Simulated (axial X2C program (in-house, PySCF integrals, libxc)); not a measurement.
**RuO: properties at the nuclei**

Aim: properties at the nuclei of RuO, with spin–orbit coupling in the Hamiltonian from the start.

Program: an in-house X2C program for linear molecules on PySCF integrals. Level of theory: two-component X2C with atomic mean-field terms, Ru dyall-acv3z, O dyall-av3z. These are calculated values, not measurements.

## 1. Input

task.json reads:

```json
{"zs": [44, 8], "q": 0, "bas": ["dyall-acv3z", "dyall-av3z"], "r0": 1.71, "levels": ["PBE0", "HF", "B3LYP"], "nst": 1, "ff": 1, "thr": -3.5, "nmax": 130, "opt": {"ecut": 60}}
```

Keys: zs atomic numbers; q charge; bas basis sets; r0 starting distance in Å; levels methods (HF also brings MP2); nst determinants followed; ff finite-field run; thr threshold in hartree for freezing inner shells (an s shell follows its p shell); nmax most natural virtual spinors; ecut virtual cutoff in hartree.

Started as:

```bash
python soeom.py task.json out
```

The runs that follow: Expectation values, lowest determinant; Finite-field coupled cluster.

What does the calculation give? Wanted: lowest determinant; Eeff magnitude; Ws magnitude Ru; A∥/gI Ru; qzz Ru (for each run or level that gives them).

As calculated:

| quantity | value |
| --- | --- |
| lowest determinant | Ω = 4 (excess of +ω over −ω: ω = 3/2, ω = 5/2) |
| Eeff magnitude (GV/cm), PBE0 | 2.81 |
| Ws magnitude Ru (kHz), PBE0 | 0.244 |
| A∥/gI Ru (MHz), PBE0 | 826 |
| qzz Ru (a.u.), PBE0 | 1.82 |
| Eeff magnitude (GV/cm), CCSD(T) | 4.24 |
| Ws magnitude Ru (kHz), CCSD(T) | 0.416 |
| A∥/gI Ru (MHz), CCSD(T) | 897 |
| qzz Ru (a.u.), CCSD(T) | 2.73 |

**Reading.** In the first state, the effective field runs from 2.57 to 4.8 GV/cm over the mean-field levels. The expectation values come from single determinants, which for open shells can mix terms of unlike spin or miss the lowest Ω, so a determinant need not be a state. Eeff is the effective electric field on the electron dipole moment in this Ω state and Ws the scalar–pseudoscalar constant (defined with the proton number Z and per Ω); A∥ is the parallel hyperfine constant, which follows by multiplying with the nuclear g factor gI = μI/(I μN); qzz is the electric field gradient, eQq0 = 234.96 MHz × Q/barn × qzz; μ is positive if O is the positive end. The operators were transformed with the bare-nucleus X2C matrices. Correlation of the inner shells is missing, which matters for properties at the nucleus.
